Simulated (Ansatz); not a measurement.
# CH6AlNOSi: ladder of methods at one geometry in Python

Wanted for CH6AlNOSi: a ladder of methods at one geometry.

All numbers are computed with the Python package of Ansatz 0.2.0. The levels of theory stand in the script.

### 1 The structure

Bond lengths: N1–C2 1.248 Å, C2–Si3 1.822 Å, C2–O4 1.410 Å, O4–Al5 1.885 Å, N1–H6 1.103 Å, Si3–H7 1.532 Å, Si3–H8 1.442 Å, Si3–H9 1.495 Å, Al5–H10 1.607 Å, Al5–H11 1.557 Å. Angles: N1–C2–Si3 117.7°, N1–C2–O4 123.6°, Si3–C2–O4 118.4°, C2–N1–H6 124.4°, C2–Si3–H7 108.5°, C2–Si3–H8 110.4°, C2–Si3–H9 111.2°, H7–Si3–H8 106.8°, H7–Si3–H9 107.1°, H8–Si3–H9 112.6°, C2–O4–Al5 127.8°, O4–Al5–H10 119.4°, O4–Al5–H11 119.5°, H10–Al5–H11 121.1°.

The script holds or builds the structure itself.

### 2 The code

The input, ch6alnosi_methods.py:

```python
# -*- coding: utf-8 -*-
"""One geometry of CH6AlNOSi, method by method."""

from pathlib import Path

import ansatz as az
from ase import Atoms
import numpy as np


def main():
    atoms = Atoms(["N", "C", "Si", "O", "Al", "H", "H", "H", "H", "H", "H"], positions=[
        (-0.2885, 1.2206, 0.765),
        (-0.0462, 0.0379, 0.4471),
        (0.1776, -1.1723, 1.7905),
        (0.1932, -0.3804, -0.8784),
        (-0.0708, 0.6009, -2.466),
        (-0.4856, 2.0319, 0.0444),
        (1.629, -1.0971, 2.2763),
        (-0.029, -2.512, 1.2993),
        (-0.6957, -0.8488, 2.9598),
        (-0.4696, 2.1549, -2.3748),
        (0.151, -0.0928, -3.8427),
    ])
    molecule = az.Crystal.molecule_from_ase(atoms)

    model = molecule.calculation().basis(gaussian="def2-SVP")

    print("functional    E (Ha)        dipole (D)   HOMO (eV)  LUMO (eV)")
    for name in ["hf", "hse06", "r2scan0", "pbe0", "cam_b3lyp"]:
        r = model.functional(name).forces().orbitals().run(threads=1, backend="cpu", runs_dir="runs").report
        lines = Path(r["orbitals_path"]).read_text().splitlines()
        field_of = lambda key: [line.split("=")[1].strip() for line in lines if line.startswith(key)]
        orbitals = [(27.211386 * float(e), s, float(n)) for e, s, n in zip(field_of("Ene="), field_of("Spin="), field_of("Occup="))]
        homo = max(e for e, _, n in orbitals if n > 0.5)
        lumo = min(e for e, _, n in orbitals if n < 0.5)
        dipole = 4.803205 * np.linalg.norm(r["charge_distribution"]["dipole_moment_e_ang"])
        print(f"{name:10s} {r['free_energy_ev'] / 27.211386246:14.6f} {dipole:9.3f} {homo:11.3f} {lumo:10.3f}")


if __name__ == "__main__":
    main()
```

### 3 What the engine is handed

The engine receives this input (first run):

```yaml
crystal:
  periodic: [false, false, false]
  atoms:
    - { symbol: "N", position_ang: [-0.2885, 1.2206, 0.765] }
    - { symbol: C, position_ang: [-0.0462, 0.0379, 0.4471] }
    - { symbol: Si, position_ang: [0.1776, -1.1723, 1.7905] }
    - { symbol: O, position_ang: [0.1932, -0.3804, -0.8784] }
    - { symbol: Al, position_ang: [-0.0708, 0.6009, -2.466] }
    - { symbol: H, position_ang: [-0.4856, 2.0319, 0.0444] }
    - { symbol: H, position_ang: [1.629, -1.0971, 2.2763] }
    - { symbol: H, position_ang: [-0.029, -2.512, 1.2993] }
    - { symbol: H, position_ang: [-0.6957, -0.8488, 2.9598] }
    - { symbol: H, position_ang: [-0.4696, 2.1549, -2.3748] }
    - { symbol: H, position_ang: [0.151, -0.0928, -3.8427] }
basis:
  gaussian:
    orbitals: def2-SVP
hamiltonian:
  xc: hf
output:
  orbitals: {}
  forces: true
```

### 4 The run

Command:

```bash
$ python ch6alnosi_methods.py
```

Output:

```text
functional    E (Ha)        dipole (D)   HOMO (eV)  LUMO (eV)
hf            -701.210165     2.706     -10.833      1.010
hse06         -702.843797     2.492      -6.778     -2.175
r2scan0       -703.114663     2.524      -7.421     -1.627
pbe0          -702.864769     2.499      -7.182     -1.804
cam_b3lyp     -703.233287     2.498      -8.535     -0.834
```

It took 28 s on 1 thread of Arm Neoverse V1, shared host; peak memory 0.33 GiB.

### 5 What changed from run to run

The engine's inputs for some of the other runs:

Run 2, against run 1:

```diff
@@ -19 +19 @@
-  xc: hf
+  xc: hse06
```

Run 3, against run 1:

```diff
@@ -19 +19 @@
-  xc: hf
+  xc: r2scan0
```

Run 4, against run 1:

```diff
@@ -19 +19 @@
-  xc: hf
+  xc: pbe0
```

### 6 The engine's runs

From the records of these 5 runs:

| run | functional | energy (eV) | SCF cycles | CPU time (s) |
| --- | --- | --- | --- | --- |
| 1 | hf | -19080.9006 | 12 | 2 |
| 2 | hse06 | -19125.3540 | 18 | 5.5 |
| 3 | r2scan0 | -19132.7247 | 18 | 9.4 |
| 4 | pbe0 | -19125.9247 | 18 | 5 |
| 5 | cam_b3lyp | -19135.9526 | 18 | 5.8 |

Totals hang on method, basis and potentials, so only like runs compare.

The fields below are those of run 1.

### 7 Orbitals and fields

The fields below are evaluated on a grid from the run's orbitals.

Frontier orbitals at Hartree-Fock/def2-SVP, with the share of their density that lies nearest to each atom:

| orbital | energy (eV) | lies on |
| --- | --- | --- |
| HOMO-1 | -11.16 | N1 48 %; O4 21 %; C2 14 % |
| HOMO | -10.83 | N1 52 %; O4 14 %; C2 11 % |
| LUMO | 1.01 | Al5 49 %; H10, H11 about 18 % each; O4 10 % |

ELF in a plane through or near 8 of the atoms.

Ten even steps from ' ' (0.00) to '@' (1.00):
```
                                                        
                                                        
                                                        
                    ..==::  ..==--                      
          --++--    ++@@##==++%%##--                    
        ++@@@@@@::  ##@@@@##%%@@@@++    ....            
      ==@@@@@@@@%%  ==@@@@++++%%%%::  ..**##==          
      ++@@@@@@@@@@--..++****==**--    ++@@%%**::        
      --@@@@@@@@@@==    ::##**++----..**%%%%++::        
        ==%%@@==::  ::::::--##==@@++  ..++##--..        
          ....##%%--++%%**%%++##@@..####..::            
      ..++##==++##::**####**++--++  --::..              
    ..##@@@@@@--..  ++####%%==  ..==******..            
    --@@@@@@@@@@**  ::++%%%%==    %%@@@@%%::            
    --@@@@@@@@@@@@..  ..----    ..%%@@@@%%--            
      ##@@@@@@@@%%..            ::##@@@@##..            
      ::##@@@@%%++                ::====::              
          ::--..                                        
                                                        
                                                        
```
The map spans 12.1 Å across and 9.0 Å up, centred on the molecule. Atoms in the plane (x, y in Å): N1 (0.2, 1.5), C2 (0.4, 0.2), Si3 (2.1, -0.3), O4 (-0.6, -0.7), Al5 (-2.5, -0.5), H6 (-0.8, 1.9), H10 (-3.1, 1.0), H11 (-3.4, -1.7).

On the surface of density 0.002 e/bohr³ the electrostatic potential runs, from the 1st to the 99th percentile, from -1.83 V near N1 to 4.60 V near Al5.

### 8 Outcome

| quantity | value |
| --- | --- |
| runs compared | 5 |
| HOMO-LUMO gap of the mean field (Hartree-Fock/def2-SVP) | 11.84 eV |

In words: The dearest, run 3 (r2scan0), took some 4.6 times as long as run 1 (hf). The geometry is a force-field or estimated start, not a minimum of this method, and the basis set is short of its limit. A lower total doesn't mark the better method: functionals have no common bound, and MP2 and coupled cluster aren't variational. Levels such as HOMO and LUMO are orbital energies: with these approximate functionals they aren't the ionisation energy and electron affinity, and their gap isn't the fundamental gap. hse06 follows the composition of plane-wave codes, whose totals differ by tens of mHa, up to about 0.1 Ha, from the form usual in Gaussian-basis programs (wpbeh).
